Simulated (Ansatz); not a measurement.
# H3Ta: the cost of one run

Program: Ansatz 0.2.0, Gaussian basis. Level of theory: def2-QZVPP, core rule «outside noble gas», up to 4 orbitals frozen. These are calculated values, not measurements.

The runs, in order: UHF; ROHF; CCSD(T) on UHF.

### Step 1. What is computed

The geometry is a PBE0/def2-TZVP stationary point (not a proven minimum) of the parent state, kept for this charge and spin. No spin-orbit coupling is included. Elements past krypton take def2 core potentials.

4 atoms, charge 1, spin multiplicity 6.

Atoms are counted from 1 here; the program's logs count them from 0.

Bond lengths: Ta1–H2 2.075 Å, Ta1–H3 2.075 Å, Ta1–H4 1.813 Å, H2–H3 0.801 Å. Angles: H2–Ta1–H3 22.3°, H2–Ta1–H4 168.9°, H3–Ta1–H4 168.9°, Ta1–H2–H3 78.9°, Ta1–H3–H2 78.9°.

Geometry (Å):

| atom | x (Å) | y (Å) | z (Å) |
| --- | --- | --- | --- |
| Ta1 | 0.0000 | 0.0000 | 0.0124 |
| H2 | 0.0000 | -0.4007 | -2.0231 |
| H3 | 0.0000 | 0.4007 | -2.0231 |
| H4 | 0.0000 | 0.0000 | 1.8252 |

### Step 2. UHF

File in.yaml:

```yaml
crystal:
  periodic: [false, false, false]
  atoms:
    - {symbol: Ta, position_ang: [0.000000, 0.000000, 0.012372]}
    - {symbol: H, position_ang: [0.000000, -0.400716, -2.023105]}
    - {symbol: H, position_ang: [0.000000, 0.400716, -2.023105]}
    - {symbol: H, position_ang: [0.000000, 0.000000, 1.825162]}
basis:
  gaussian: {orbitals: "def2-QZVPP.json"}
total_charge: 1
magnetization: {spin_polarized: true, initial_magnetization: 5}
hamiltonian: {xc: hf}
output: {orbitals: {seedname: orbitals}}
```

Launch:

```
$ ansatz run in.yaml --threads 1 --pin off --events-out ev --progress --plain --max-ram 4096MiB --backend cpu
```

What time and memory should one allow on 1 thread of AMD EPYC 7R13, shared host?

About 18 s, with a peak of 0.33 GiB.
